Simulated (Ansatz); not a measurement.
RbTl3, space group Fm-3m, a check of PAW against all-electron LAPW

With the Python package of Ansatz (0.2.0).

Notebook, run cell by cell (the value of a cell's last expression is shown):

```python
import ansatz as az
import numpy as np


def count_gap(report):
    # lowest empty less highest filled band, counting bands; zero where they overlap
    return max(report.get('gap_by_band_count_ev') or 0.0, 0.0)

rbtl3 = (
    az.Lattice.of((0.0, 4.117997, 4.117997), (4.117997, 0.0, 4.117997), (4.117997, 4.117997, 0.0))
    .atom('Rb', (0.0, 0.0, 0.0))
    .atom('Tl', (0.25, 0.25, 0.25))
    .atom('Tl', (0.75, 0.75, 0.75))
    .atom('Tl', (0.5, 0.5, 0.5))
)
```

```python
[site.symbol for site in rbtl3.resolved().sites]
```

    ['Rb', 'Tl', 'Tl', 'Tl']

```python
job = (
    rbtl3.calculation()
    .functional(az.Functional.PBESOL)
    .kpoints(mesh=(6, 6, 6))
    .occupations('Fermi-Dirac', width=0.15)
    .stress()
    .forces()
    .band_table()
)
variants = {
    'PAW': job.pseudopotentials('paw'),
    'LAPW': job.pseudopotentials('all_electron', lapw=True),
}
rows = []
for label, variant in variants.items():
    rep = variant.run(threads=1).report
    levels = np.array(rep['eigenvalues_ev'][0]) - rep['fermi_energy_ev']
    print(label, 'levels at the first k-point near E_F:', np.round(levels[np.abs(levels) < 5], 3))
    rows.append((label, rep['n_electrons'], np.trace(rep['stress_gpa']) / 3, count_gap(rep)))
lines = [','.join(['treatment', 'electrons in bands', 'P GPa', 'gap by band count eV'])] + [','.join(f'{v:.4f}' if isinstance(v, float) else str(v) for v in row) for row in rows]
print('\n'.join(lines))
with open('paw_lapw.csv', 'w') as handle:
    handle.write('\n'.join(lines) + '\n')
```

    DeckWarning: basis.ecutwfc = 420 eV, auto-derived from the records' recommended cutoffs: set by Rb (normal level)
    PAW levels at the first k-point near E_F: [-4.775 -3.427 -0.069 -0.069 -0.069  0.955  0.955  0.955  4.004  4.004]
    LAPW levels at the first k-point near E_F: [-4.773 -3.425 -0.069 -0.069 -0.069  0.955  0.955  0.955  4.004  4.004
      4.206  4.206  4.206]
    treatment,electrons in bands,P GPa,gap by band count eV
    PAW,48.0000,-1.7694,0.0000
    LAPW,130.0000,-1.7688,0.0000

PAW gives -1.769 GPa and LAPW -1.769 GPa, 0.001 GPa apart. They took 3.1 and 30.1 s of processor time.

These settings explore the input space; cutoff and mesh may be short of convergence. The computed bands are complete only to about 3.6 eV above the Fermi level. For a metal this k-point mesh is coarse: on a finer one energies can move by several to tens of meV an atom and pressures by half a GPa or more, differences at one mesh by less. A Fermi-Dirac width this large means warm electrons, whose thermal share enters the free energy. A gap by band count of zero or less means overlapping bands, a metal. This cell is a computed structure, which may not be the phase found in nature. Gaps and levels are Kohn-Sham values on a finite set of k-points, without spin-orbit coupling. Warnings are shown shortened and without file and line. Pressure is positive in compression; the treatments may keep other shells as core, so totals and counts of electrons can differ. Run time: 34 s on 1 thread of Arm Neoverse V2, on a shared host, peak memory 0.64 GiB.
